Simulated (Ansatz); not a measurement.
# W: stress in a strained cell

Aim: deform W (equal xx and yy strain of -1 %) and compute stress, forces and field gradients with LAPW, PAW and all-electron datasets made for the crystal.

Method: DFT PBEsol, scalar-relativistic, in Ansatz 0.2.0.

## Step 1: Starting point

The structure is cubic, space group Fm-3m (No. 225). Conventional cell: a = 4.060 Å, b = 4.060 Å, c = 4.060 Å, α = 90.00°, β = 90.00°, γ = 90.00°. Around W (site symmetry m-3m) lie 12 W at 2.87 Å.

Structure file:

```
W
1.0
     0.00000    2.03000    2.03000
     2.03000    0.00000    2.03000
     2.03000    2.03000    0.00000
W
1
Direct
  0.00000 0.00000 0.00000
```

## Step 2: After the deformation

Space group Fm-3m before, I4/mmm after.

## Step 3: Full-potential LAPW

The input, input.yaml:

```yaml
crystal:
  lattice:
    - [0.0, 2.0097, 2.03]
    - [2.0097, 0.0, 2.03]
    - [2.0097, 2.0097, 0.0]
  atoms:
    - { symbol: W, position: [0.0, 0.0, 0.0] }
kpoints:
  mp_grid: { grid: [14, 14, 14] }
  band_path:
    path:
      - [0.0, 0.0, 0.0]
      - [0.0, 0.5, 0.5]
      - [0.25, 0.75, 0.5]
      - [0.0, 0.5, 0.0]
      - [0.0, 0.0, 0.0]
      - [0.5, 0.5, 0.0]
      - [0.3725125, 0.6274875, 0.0]
      - [-0.3725125, 0.3725125, 0.0]
      - [0.0, 0.0, 0.0]
    npoints: 5
scf:
  occupations: { method: fermi_dirac, width: 0.05 }
hamiltonian:
  xc: pbesol
  pseudopotentials: { kind: all_electron, lapw: { basis_error: 0.001 } }
output:
  forces: true
  stress: true
  eigenvalues: true
```

On the command line:

```bash
ansatz run input.yaml --threads 1 --pin off --max-ram 3072MiB --backend cpu --events-out ev --progress --plain --runs-dir out
```

## Step 4: PAW on the default files

The input, input.yaml:

```yaml
crystal:
  lattice:
    - [0.0, 2.0097, 2.03]
    - [2.0097, 0.0, 2.03]
    - [2.0097, 2.0097, 0.0]
  atoms:
    - { symbol: W, position: [0.0, 0.0, 0.0] }
kpoints:
  mp_grid: { grid: [14, 14, 14] }
scf:
  occupations: { method: fermi_dirac, width: 0.05 }
hamiltonian:
  xc: pbesol
  pseudopotentials: { kind: paw }
output:
  forces: true
  stress: true
  eigenvalues: true
  efg: { contact_densities: true }
```

## Step 5: All-electron PAW on datasets made for the crystal

Changes to input.yaml since step 4:

```diff
@@ -13,3 +13,3 @@
   xc: pbesol
-  pseudopotentials: { kind: paw }
+  pseudopotentials: { kind: all_electron, datasets: crystal }
 output:
```

(Steps that only read results are left out.)

**Question.** What will these runs give? Wanted: pressure; largest shear or deviatoric stress.

**Answer**, as computed:

| quantity | value |
| --- | --- |
| pressure | LAPW -7.30, PAW -7.38, crystal datasets -7.30 GPa |
| largest shear or deviatoric stress (LAPW) | 2.14 GPa |

What this shows: The largest part of the stress beyond the pressure is 2.14 GPa in size, in the zz component. No run of the undeformed cell stands beside it, so the pressure holds what the given cell had before the change. PAW: stress within 0.09 GPa of LAPW. Crystal datasets: stress within 0.01 GPa of LAPW. Spin-orbit coupling is left out, though the cell holds W; in elements this heavy it can shift bands and gaps by tenths of an eV.
